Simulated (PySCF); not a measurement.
# Two attempts at IF (iodine monofluoride)

Aim: a single-point energy of IF (iodine monofluoride) at MP2/def2-TZVPPD (core potential).

The calculation is run with PySCF 2.14.0.

5 further runs of the same task are left out: 3 for a known fault of the program, 2 set aside as unsound or not needed.

**1. The molecule**

IF: 2 atoms, total charge 0, spin state singlet. As SMILES, `FI`. Geometry: the measured bond length.

Bond lengths: F1–I2 1.910 Å.

**2. First attempt**

Input file input.py:

```python
from pyscf import gto, mp

mol = gto.M(
    atom='''
F
I 1 1.909759
''',
    max_memory=1860,
    verbose=4,
    basis='def2-tzvppd',
    ecp={'I': 'def2-svp'},
)

mf = mol.RHF()
mf = mf.density_fit(auxbasis='sto-3g')
mf.kernel()

pt = mp.MP2(mf, frozen=5).run()
e_final = pt.e_tot
print(f'total energy: {e_final:.8f} hartree')
mf.analyze()
```

Command:

```console
OMP_NUM_THREADS=1 python input.py
```

What it wrote:

```text
PySCF version 2.14.0

[INPUT] num. atoms = 2
[INPUT] num. electrons = 34
[INPUT] charge = 0
[INPUT] spin (= nelec alpha-beta = 2S) = 0
[INPUT] symmetry False subgroup None
[INPUT] Mole.unit = angstrom
[INPUT] Symbol           X                Y                Z      unit          X                Y                Z       unit  Magmom
[INPUT]  1 F      0.000000000000   0.000000000000   0.000000000000 AA    0.000000000000   0.000000000000   0.000000000000 Bohr   0.0
[INPUT]  2 I      1.909759000000   0.000000000000   0.000000000000 AA    3.608921473923   0.000000000000   0.000000000000 Bohr   0.0

nuclear repulsion = 62.3454961893098
number of shells = 33
number of NR pGTOs = 159
number of NR cGTOs = 99
basis = def2-tzvppd
ecp = {'I': 'def2-svp'}

[... 61 lines left out ...]
MO #1   energy= -26.906515934813   occ= 2
[... 10 lines left out ...]
MO #12  energy= -0.864376332893485 occ= 2
[... 10 lines left out ...]
MO #23  energy= 0.0777757868036446 occ= 0
[... 10 lines left out ...]
MO #34  energy= 0.382539107010851  occ= 0
[... 10 lines left out ...]
MO #45  energy= 0.868690754760692  occ= 0
[... 10 lines left out ...]
MO #56  energy= 1.43334721956996   occ= 0
[... 10 lines left out ...]
MO #67  energy= 2.55191561485568   occ= 0
[... 10 lines left out ...]
MO #78  energy= 3.94423147102783   occ= 0
[... 10 lines left out ...]
MO #89  energy= 9.06876693108219   occ= 0
[... 11 lines left out ...]
WARN: Weak orthogonality for localized orbitals 1.8303215638330727e-09
[... 105 lines left out ...]
Dipole moment(X, Y, Z, Debye):  1.47942,  0.00000,  0.00000
```

Wall time 0.8 s (1 thread of Arm Neoverse V2, shared host); peak memory 0.13 GiB.

**3. Diagnosis**

It ran to the end. The result can't be trusted all the same.

Cause: the fitting set doesn't suit the orbital basis or method. To mend it: integral approximation none in place of sto-3g.

**4. Second attempt**

Input file calc.py:

```python
from pyscf import gto, mp

mol = gto.M(
    atom='''
F
I 1 1.909759
''',
    max_memory=1860,
    ecp={'I': 'def2-svp'},
    charge=0,
    basis='def2-tzvppd',
    verbose=4,
)

mf = mol.RHF()
mf.kernel()

pt = mp.MP2(mf, frozen=5).run()
e_tot = pt.e_tot
print('E(%s) = %.9f' % ('MP2', e_tot))
dip = mf.dip_moment()
pop, q = mf.mulliken_pop()
```

Command:

```console
OMP_NUM_THREADS=1 python calc.py
```

What it wrote:

```text
PySCF version 2.14.0

[INPUT] num. atoms = 2
[INPUT] num. electrons = 34
[INPUT] charge = 0
[INPUT] spin (= nelec alpha-beta = 2S) = 0
[INPUT] symmetry False subgroup None
[INPUT] Mole.unit = angstrom
[INPUT] Symbol           X                Y                Z      unit          X                Y                Z       unit  Magmom
[INPUT]  1 F      0.000000000000   0.000000000000   0.000000000000 AA    0.000000000000   0.000000000000   0.000000000000 Bohr   0.0
[INPUT]  2 I      1.909759000000   0.000000000000   0.000000000000 AA    3.608921473923   0.000000000000   0.000000000000 Bohr   0.0

nuclear repulsion = 62.3454961893098
number of shells = 33
number of NR pGTOs = 159
number of NR cGTOs = 99
basis = def2-tzvppd
ecp = {'I': 'def2-svp'}

[... 39 lines left out ...]
converged SCF energy = -396.100465089618
[... 9 lines left out ...]
Dipole moment(X, Y, Z, Debye):  2.23957, -0.00000, -0.00000
[... 102 lines left out ...]
charge of    1I =      0.44788
```

Wall time 2.2 s (1 thread of Arm Neoverse V2, shared host); peak memory 0.25 GiB.

**5. Outcome**

At MP2/def2-TZVPPD (core potential):

| quantity | value |
| --- | --- |
| total energy | -396.85144 Eh |
| dipole moment (Hartree–Fock density) | 2.24 D |
| HOMO energy (Hartree–Fock orbitals) | -10.99 eV |
| LUMO energy (Hartree–Fock orbitals) | -0.14 eV |
| HOMO–LUMO gap (Hartree–Fock orbitals) | 10.84 eV |
| correlation energy (5 core orbitals frozen) | -751.0 mEh |

**Reading.** The first attempt's energy was +49.748 eV off this one.
